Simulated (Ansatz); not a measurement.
**HfZrS3: one candidate of a structure search**

Aim: relax a trial structure of HfZrS3 and see where it ends.

Program: Ansatz 0.2.0. Level of theory: DFT PBE, scalar-relativistic, plane waves, PAW. These are calculated values, not measurements.

2 further runs of the same task are left out: 1 that didn't finish, 1 set aside as unsound or not needed.

### Step 1. Starting point

It takes space group P4mm (No. 99, tetragonal). Conventional cell: a = 3.916 Å, b = 3.916 Å, c = 6.669 Å, α = 90.00°, β = 90.00°, γ = 90.00°. Zr (site symmetry 4mm) has 8 S at 2.64 to 2.84 Å and 1 Hf at 2.80 Å as nearest neighbours. Hf (site symmetry 4mm) has 4 S at 2.21 Å as nearest neighbours. Around S (site symmetry 2mm) lie 2 Hf at 2.21 Å and 2 S at 2.26 Å and 2 Zr at 2.64 Å. S (site symmetry 4mm) has 4 S at 2.26 Å and 4 Zr at 2.84 Å as nearest neighbours.

As a file:

```
CELL_PARAMETERS angstrom
3.91598 0.00000 0.00000
0.00000 3.91598 0.00000
0.00000 0.00000 6.66926
ATOMIC_POSITIONS crystal
Zr 0.00000 0.00000 0.53840
Hf 0.00000 0.00000 0.11926
S 0.50000 0.00000 0.27373
S 0.00000 0.50000 0.27373
S 0.50000 0.50000 0.44211
```

Recipe of the guess: random cell by space group and Wyckoff sites (P4mm, No. 99). Lengths come from tabulated atomic sizes and are only a guess.

### Step 2. A first look at the guess

input.yaml reads:

```yaml
crystal:
  lattice:
    - [3.91597864, 0.0, 0.0]
    - [0.0, 3.91597864, 0.0]
    - [0.0, 0.0, 6.66926332]
  atoms:
    - { symbol: Zr, position: [0.0, 0.0, 0.53840383] }
    - { symbol: Hf, position: [0.0, 0.0, 0.11925886] }
    - { symbol: S, position: [0.5, 0.0, 0.27372794] }
    - { symbol: S, position: [0.0, 0.5, 0.27372794] }
    - { symbol: S, position: [0.5, 0.5, 0.44210516] }
basis:
  ecutwfc: 420
kpoints:
  mp_grid: { grid: [4, 4, 4] }
hamiltonian:
  xc: pbe
scf:
  occupations: { method: gaussian, width: 0.1 }
  lower_state_search: "off"
output:
  forces: true
  stress: true
  eigenvalues: true
```

Started as:

```sh
$ ansatz run input.yaml --threads 1 --pin off --max-ram 2560MiB --backend cpu --events-out ev --progress --plain --runs-dir out
```

Further runs follow: rough relaxation on the coarse mesh; spin check on a coarse mesh; full relaxation.

What does the calculation give? Wanted: conventional cell; volume; energy over the elements; gap on the mesh.

As calculated:

| quantity | value |
| --- | --- |
| symmetry at the end (tolerance 0.05 Å) | space group P4mm (No. 99) |
| conventional cell | a = 4.117 Å, b = 4.117 Å, c = 6.084 Å, α = 90.00°, β = 90.00°, γ = 90.00° |
| volume | 20.62 Å³/atom |
| energy over the elements | -0.68 eV/atom |
| gap on the mesh | none (metal) |

**Reading.** The space group P4mm (No. 99) is kept, and the volume per atom grows by 0.8 % from the first guess. It lies below the elements, which doesn't yet make it stable: competing phases were not computed in this session. No finished test with a distortion of lower symmetry is shown, so the end may be a saddle point. Spin-orbit coupling is left out for Hf. Other magnetic orders were not searched.
